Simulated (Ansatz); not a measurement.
**C (P6_3/mmc): band structure**

Wanted for C (P6_3/mmc): a band structure.

A COD entry behind a cell of this session may itself be a prediction, so a difference from it is no test against experiment.

Computed with Ansatz 0.2.0, driven from Python. Level of theory: DFT PBE+D3(BJ) with three-body term, plane waves, PAW.

## Step 1: The structure

It takes space group P6_3/mmc (No. 194, hexagonal). Conventional cell: a = 2.522 Å, b = 2.522 Å, c = 8.237 Å, α = 90.00°, β = 90.00°, γ = 120.00°. C (site symmetry 3m) is surrounded by 4 C at 1.54 Å.

The script holds or builds the structure itself.

## Step 2: The script

Input file bands.py:

```python
"""Bands of C along a path through the zone."""

import ansatz as az
import numpy as np

xtal = (
    az.Lattice.of((2.5221, 0.0, 0.0), (-1.26105, 2.1842, 0.0), (0.0, 0.0, 8.2371))
    .atom("C", (0.0, 0.0, 0.09375))
    .atom("C", (0.0, 0.0, 0.59375))
    .atom("C", (0.0, 0.0, 0.40625))
    .atom("C", (0.0, 0.0, 0.90625))
    .atom("C", (1 / 3, 2 / 3, 0.15625))
    .atom("C", (2 / 3, 1 / 3, 0.65625))
    .atom("C", (1 / 3, 2 / 3, 0.34375))
    .atom("C", (2 / 3, 1 / 3, 0.84375))
)

# high-symmetry points in fractions of the reciprocal vectors
path = [
    ("G", (0.0, 0.0, 0.0)),
    ("M", (0.5, 0.0, 0.0)),
    ("K", (0.33333, 0.33333, 0.0)),
    ("G", (0.0, 0.0, 0.0)),
    ("A", (0.0, 0.0, 0.5)),
]
model = xtal.calculation()
model = model.functional("pbe", dispersion="d3bjatm")
model = model.pseudopotentials("paw")
model = model.basis(470).kpoints(10, 10, 3)
model = model.occupations("Fermi-Dirac", width=0.1)
model = model.band_structure([point for _, point in path], intervals=10)
model = model.scf(extra_bands=6)
model = model.electric_field_gradient()
planned = model.session().plan(threads=1)
facts = planned.describe()
print("plan:", facts["n_bands"], "bands,", len(facts["kpoints_frac"]), "k-points, plane waves", facts["n_pw_range"], "grid", facts["fft_dense"])
outcome = planned.execute()
r = outcome.report

energy = r["free_energy_ev"]
print("F of the C cell: {:.6f} eV = {:.6f} Ry = {:.6f} Ha".format(energy, energy / 13.605693, energy / 27.211386))
print("Fermi level {:.4f} eV, {} k-points, {} symmetry operations".format(r["fermi_energy_ev"], r["n_kpoints"], r["n_symmetry_ops"]))

for row in r["efg"]:
    print({k: round(v, 4) if isinstance(v, float) else v for k, v in row.items() if not isinstance(v, (list, dict))})

print(len(r["kpoints_frac"]), "irreducible k-points (fractions, weight)")
for k, weight in list(zip(r["kpoints_frac"], r["kweights"]))[:20]:
    print("  {:8.4f} {:8.4f} {:8.4f}".format(*k), f"{weight:10.6f}")

bands = outcome.band_structure()
fermi = bands.fermi_energy_ev
print(f"zero of the bands: {fermi:.3f} eV, the Fermi level found on the SCF mesh")
for spin, channel in enumerate(bands.channels):
    print("channel", spin, "- computed levels within 4 eV of the Fermi level")
    for i, (label, _) in enumerate(path):
        levels = channel.eigenvalues_ev[i * 10] - fermi
        print(f"  {label:3s}", " ".join(f"{e:7.3f}" for e in levels if abs(e) < 4))
```

## Step 3: Running it

Run with:

```console
$ python bands.py
```

The program printed:

```text
plan: 22 bands, 28 k-points, plane waves [1036, 1091] grid [18, 18, 60]
F of the C cell: -2007.804439 eV = -147.570906 Ry = -73.785453 Ha
Fermi level 15.5806 eV, 28 k-points, 24 symmetry operations
{'site': 1, 'element': 'C', 'v_zz_1e21_v_m2': -0.0168, 'eta': 0.0, 'by_run_symmetry': 'allowed', 'electrostatic_potential_v': -419.2037}
{'site': 2, 'element': 'C', 'v_zz_1e21_v_m2': -0.0168, 'eta': 0.0, 'by_run_symmetry': 'allowed', 'electrostatic_potential_v': -419.2037}
{'site': 3, 'element': 'C', 'v_zz_1e21_v_m2': -0.0168, 'eta': 0.0, 'by_run_symmetry': 'allowed', 'electrostatic_potential_v': -419.2037}
{'site': 4, 'element': 'C', 'v_zz_1e21_v_m2': -0.0168, 'eta': 0.0, 'by_run_symmetry': 'allowed', 'electrostatic_potential_v': -419.2037}
{'site': 5, 'element': 'C', 'v_zz_1e21_v_m2': 0.0986, 'eta': 0.0, 'by_run_symmetry': 'allowed', 'electrostatic_potential_v': -419.2094}
{'site': 6, 'element': 'C', 'v_zz_1e21_v_m2': 0.0986, 'eta': 0.0, 'by_run_symmetry': 'allowed', 'electrostatic_potential_v': -419.2094}
{'site': 7, 'element': 'C', 'v_zz_1e21_v_m2': 0.0986, 'eta': 0.0, 'by_run_symmetry': 'allowed', 'electrostatic_potential_v': -419.2094}
{'site': 8, 'element': 'C', 'v_zz_1e21_v_m2': 0.0986, 'eta': 0.0, 'by_run_symmetry': 'allowed', 'electrostatic_potential_v': -419.2094}
28 irreducible k-points (fractions, weight)
    0.0000   0.0000   0.0000   0.003333
    0.0000   0.0000   0.3333   0.006667
    0.0000   0.1000   0.0000   0.020000
    0.0000   0.1000   0.3333   0.040000
    0.0000   0.2000   0.0000   0.020000
    0.0000   0.2000   0.3333   0.040000
    0.0000   0.3000   0.0000   0.020000
    0.0000   0.3000   0.3333   0.040000
    0.0000   0.4000   0.0000   0.020000
    0.0000   0.4000   0.3333   0.040000
    0.0000  -0.5000   0.0000   0.010000
    0.0000  -0.5000   0.3333   0.020000
    0.1000   0.1000   0.0000   0.020000
    0.1000   0.1000   0.3333   0.040000
    0.1000   0.2000   0.0000   0.040000
    0.1000   0.2000   0.3333   0.080000
    0.1000   0.3000   0.0000   0.040000
    0.1000   0.3000   0.3333   0.080000
    0.1000   0.4000   0.0000   0.040000
    0.1000   0.4000   0.3333   0.080000
zero of the bands: 15.581 eV, the Fermi level found on the SCF mesh
channel 0 - computed levels within 4 eV of the Fermi level
  G    -3.872  -3.872  -2.354  -2.131  -2.131   3.061   3.061   3.585
  M     2.340   3.478   3.737   3.890
  K
  G    -3.872  -3.872  -2.354  -2.131  -2.131   3.061   3.061   3.585
  A    -2.808  -2.808  -2.808  -2.808   3.850   3.850   3.850   3.850
```

It took 5.5 s on 1 thread of Arm Neoverse V2, shared host; peak memory 0.38 GiB.

## Step 4: Size and end state of the run

The report of the run holds:

```tsv
item	value
SCF cycles in all	6
k-points solved	28
plane waves	1091
bands	22
valence electrons	32
free energy (eV)	-2007.80444
Fermi level (eV)	15.581
lowest empty less highest filled level on the mesh, by band count (eV)	4.426
```

## Step 5: The bands that the run computed

The run's results hold a band table, bands.tsv.

bands.tsv at the labelled points (eV, zero at the valence-band top; the bands nearest the gap):

```
point  band 13  band 14  band 15  band 16  band 17  band 18  band 19  band 20
    Γ    -1.74    -0.22     0.00     0.00     5.19     5.19     5.72     7.01
    M    -5.01    -4.55    -3.70    -2.93     4.47     5.61     5.87     6.02
    K    -7.14    -5.66    -5.66    -4.03     6.28     6.29     7.90     8.45
    Γ    -1.74    -0.22     0.00     0.00     5.19     5.19     5.72     7.01
    A    -0.68    -0.68    -0.68    -0.68     5.98     5.98     5.98     5.98
```

Highest filled and lowest empty level along the path:

```
distance (1/Å)  highest filled (eV)  lowest empty (eV)
          0.00                 0.00               5.19
          0.58                -1.24               5.09
          1.15                -2.72               4.43
          1.60                -3.29               5.05
          1.94                -4.16               6.10
          2.27                -4.03               6.28
          2.93                -3.21               5.67
          3.60                -0.59               5.61
          4.01                -0.03               5.23
          4.16                -0.27               5.51
          4.31                -0.68               5.98
```

## Step 6: Again, from the shell

Run from a file, the same calculation prints its log.

Input file input.yaml:

```yaml
crystal:
  lattice:
    - [2.5221, 0.0, 0.0]
    - [-1.26105, 2.1842, 0.0]
    - [0.0, 0.0, 8.2371]
  atoms:
    - { symbol: C, position: [0.0, 0.0, 0.09375] }
    - { symbol: C, position: [0.0, 0.0, 0.59375] }
    - { symbol: C, position: [0.0, 0.0, 0.40625] }
    - { symbol: C, position: [0.0, 0.0, 0.90625] }
    - { symbol: C, position: [0.3333333333333, 0.6666666666667, 0.15625] }
    - { symbol: C, position: [0.6666666666667, 0.3333333333333, 0.65625] }
    - { symbol: C, position: [0.3333333333333, 0.6666666666667, 0.34375] }
    - { symbol: C, position: [0.6666666666667, 0.3333333333333, 0.84375] }
basis:
  ecutwfc: 470.0
kpoints:
  mp_grid: { grid: [10, 10, 3] }
  band_path:
    path:
      - [0.0, 0.0, 0.0]
      - [0.5, 0.0, 0.0]
      - [0.33333, 0.33333, 0.0]
      - [0.0, 0.0, 0.0]
      - [0.0, 0.0, 0.5]
    npoints: 10
hamiltonian:
  xc: pbe
  dispersion: d3bjatm
  pseudopotentials: { kind: paw }
scf:
  n_extra_bands: 6
  occupations: { method: fermi_dirac, width: 0.1 }
output:
  efg: {}
```

Run with:

```console
$ ansatz run input.yaml --threads 1 --pin off --max-ram 3072MiB --backend cpu --events-out ev --progress --plain --runs-dir out
```

The program printed:

```text
Warning: RAYON_NUM_THREADS=1 ignored (pool sized by the plan → 1); use --threads N
scf.n_extra_bands = 6 over 16 filled bands (N_el = 32.0): the run solves 22 bands
Engine: ansatz 0.2.0, aarch64-unknown-linux-gnu
Pseudopotentials: kind: paw
Pseudopotential: C, paw, valence charge 4, recommended cutoff 420 eV (normal), C.paw.azcp
Functional definition: PBE
  parameter kappa = 0.804
  parameter beta = 0.06672455060314922
  exchange = pbe_x(kappa = kappa, mu = beta*pi^2/3)
  correlation = pbe_c(beta = beta)
Crystal: 8 atoms, lattice volume = 45.376 Å³
Basis set: ecut = 470 eV, 1091 PW (Γ)
Bands: 22, of which v1, the nominal top of the filled ones, is band 16 counted from 1 (15 counted from 0)
Symmetry: 24 space group operations
Space group: P63/mmc (ITA 194), of the structure as read, at distance tolerance 3.6e-5 Å
k-points: 28 of 300
Non-local potential: C, projectors of the file, l = 0: 2, l = 1: 2, l = 2: 1
PAW form: soft (Blöchl's): semilocal exchange-correlation on the pseudo side does not see the compensation charge
PAW one-centre angular grid: C, 110 points (default); XC on 64 Gauss nodes
Initial density: superposition of atomic densities (neutral atoms: chi_scale 0, normalization atom), corrected by the library's trained network
Initial wavefunctions: pseudopotential atomic-orbital guess
Functional: x = pbe(κ = 0.804, μ = 0.2195149727645171), c = pbe(β = 0.06672455060314922)
SCF iter   1: F=—  HF=-2007.804660 eV  |F-HF|=—  |Δ(HF+E_count)|=         —  Δρ=3.14e-3  dr2=2.75e-3  ethr=1.77e-3  ⟨swp⟩=5.6  Hψ=3085  notcnv=0
preconditioner: auto → none  [insulator: Δε(μ)=4.436 eV  Ē_g=16.385 eV  σ=0.100 eV  W_gap=1.00  n_scr=6 (ndim 8)  ℏωp=31.2 eV  f_vac=0.000  D(μ)=0.00/eV (n_scr^D=0)  ε∞_Penn≈4.6]
SCF iter   2: F=—  HF=-2007.804248 eV  |F-HF|=—  |Δ(HF+E_count)|=   4.12e-4  Δρ=1.33e-3  dr2=2.81e-4  ethr=8.58e-6  ⟨swp⟩=2.0  Hψ=1237  notcnv=0
SCF iter   3: F=—  HF=-2007.804405 eV  |F-HF|=—  |Δ(HF+E_count)|=   1.57e-4  Δρ=4.69e-4  dr2=3.33e-5  ethr=8.79e-7  ⟨swp⟩=2.5  Hψ=985  notcnv=0
SCF iter   4: F=—  HF=-2007.804436 eV  |F-HF|=—  |Δ(HF+E_count)|=   3.10e-5  Δρ=1.07e-4  dr2=1.33e-6  ethr=1.04e-7  ⟨swp⟩=2.1  Hψ=929  notcnv=0
iter 5 did not close the SCF: its close was put off for the readings that it lacked (scf_convergence_deferred on its scf_iter line)
SCF iter   5: F=-2007.804439 eV  HF=-2007.804438 eV  |F-HF|=3.02e-8  |Δ(HF+E_count)|=   2.25e-6  Δρ=1.28e-5  dr2=2.55e-8  ethr=4.16e-9  ⟨swp⟩=2.6  Hψ=996  notcnv=0
SCF iter   6: F=-2007.804439 eV  HF=-2007.804439 eV  |F-HF|=9.65e-10  |Δ(HF+E_count)|=   3.38e-8  Δρ=1.70e-6  dr2=5.18e-10  ethr=7.96e-11  ⟨swp⟩=4.8  Hψ=2181  notcnv=0
SCF 1 converged in 6 iterations: F = -2007.804439 eV  dr2 = 5.18e-10
NSCF: frozen V_eff on 41 k-points
SCF converged after 6 iterations
Free energy (F): -2007.804439 eV
Harris-Foulkes:  -2007.804439 eV  (|F-HF|=9.65e-10)
Internal energy: -2007.804439 eV  (E = F + TS)
E sigma→0 (E₀):  -2007.804439 eV
Fermi energy:    15.580602 eV
--- Per-component energies (eV) ---
  E_band       = 138.796403
  E_kinetic    = 737.825909
  E_local      = -491.659356  (includes V_loc(G=0)·N_el)
  E_nonlocal   = 213.810893
  E_hartree    = 108.006627
  E_xc         = -389.690592
  E_vxc        = -483.783383  (∫ρ·V_xc dr)
  E_paw        = -793.875836  (= ΣΔE_a)
  E_vpaw       = -53.410891  (= ΣTr[D̂ρ^β])
  E_aug_tail   = 0.000035  (compensation charges beyond the density's cutoff)
  E_ewald      = -1390.810947
  E_disp       = -1.411172  (pairwise vdW)
  E_smearing   = -0.000000  (= −TS)
  E_closure    = -0.000000  (closes the sum)
  Σ components = -2007.804439   (vs F -2007.804439, Δ=0.00e0)
--- PAW observables at the nuclei: V_zz in 10²¹ V/m², potentials from the cell's mean, atoms counted from 1 ---
  atom   1  C  V_zz =    -0.016833   η = 0.0000   by run symmetry: allowed
            electrostatic potential = -419.203725 V   contact ρ = none
  atom   2  C  V_zz =    -0.016833   η = 0.0000   by run symmetry: allowed
            electrostatic potential = -419.203725 V   contact ρ = none
  atom   3  C  V_zz =    -0.016833   η = 0.0000   by run symmetry: allowed
            electrostatic potential = -419.203725 V   contact ρ = none
  atom   4  C  V_zz =    -0.016833   η = 0.0000   by run symmetry: allowed
            electrostatic potential = -419.203725 V   contact ρ = none
  atom   5  C  V_zz =    +0.098587   η = 0.0000   by run symmetry: allowed
            electrostatic potential = -419.209380 V   contact ρ = none
  atom   6  C  V_zz =    +0.098587   η = 0.0000   by run symmetry: allowed
            electrostatic potential = -419.209380 V   contact ρ = none
  atom   7  C  V_zz =    +0.098587   η = 0.0000   by run symmetry: allowed
            electrostatic potential = -419.209380 V   contact ρ = none
  atom   8  C  V_zz =    +0.098587   η = 0.0000   by run symmetry: allowed
            electrostatic potential = -419.209380 V   contact ρ = none
--- Band table (eV; the first three rows and the last of 28) ---
  k-point 0: bands = ["-8.1753", "-6.4818", "-6.4315", "-2.3631", "-0.0819", "6.7129", "6.7899", "10.4119", "10.4119", "11.4850", "11.4850", "11.7091", "11.7091", "13.2269", "13.4498", "13.4498", "18.6416", "18.6416", "19.1652", "20.4570", "20.4570", "20.8167"]
  k-point 1: bands = ["-7.9828", "-7.4074", "-5.1511", "-3.5637", "1.4373", "3.9607", "9.5819", "10.5506", "10.5506", "10.9534", "10.9534", "12.0646", "12.3841", "12.3841", "13.1162", "13.1162", "19.0311", "19.0311", "19.7319", "19.8703", "19.8703", "20.5207"]
  k-point 2: bands = ["-7.9299", "-6.2411", "-6.1896", "-2.1444", "0.1432", "6.8234", "6.9013", "9.2182", "9.8963", "10.3816", "10.6062", "11.0819", "11.2318", "12.4642", "12.8392", "13.0711", "18.7731", "19.2001", "19.5506", "20.3405", "21.2069", "21.2442"]
  k-point 27: bands = ["-1.8531", "-1.3938", "-0.1532", "-0.1052", "1.4143", "1.9412", "2.1541", "3.0059", "3.9499", "4.2810", "5.3304", "5.7937", "6.9359", "8.0985", "8.5070", "8.9805", "18.8822", "19.1805", "21.9706", "23.4085", "23.7666", "24.2861"]
```

Wall time 5 s (1 thread of Arm Neoverse V2, shared host); peak memory 0.29 GiB.

Script and command line differ by 0.000 meV in the energy.

## Step 7: Results

| quantity | value |
| --- | --- |
| free energy | -2007.8044 eV (-250.9756 eV/atom) |
| gap on the path | 4.43 eV, indirect |
| valence top / conduction bottom | at Γ / between Γ and M |

Along this path the gap is 4.43 eV and indirect, from the valence top at Γ to the conduction bottom between Γ and M. Gaps at this rung are as a rule too small against experiment. Notes:
- The computed bands are complete only to about 4.9 eV above the Fermi level.
- The zero of the levels is a convention of the potentials, so an absolute Fermi energy is no work function.
- An opening on this mesh may only mean that it misses a point where bands touch.
- Levels are Kohn-Sham eigenvalues on this mesh.
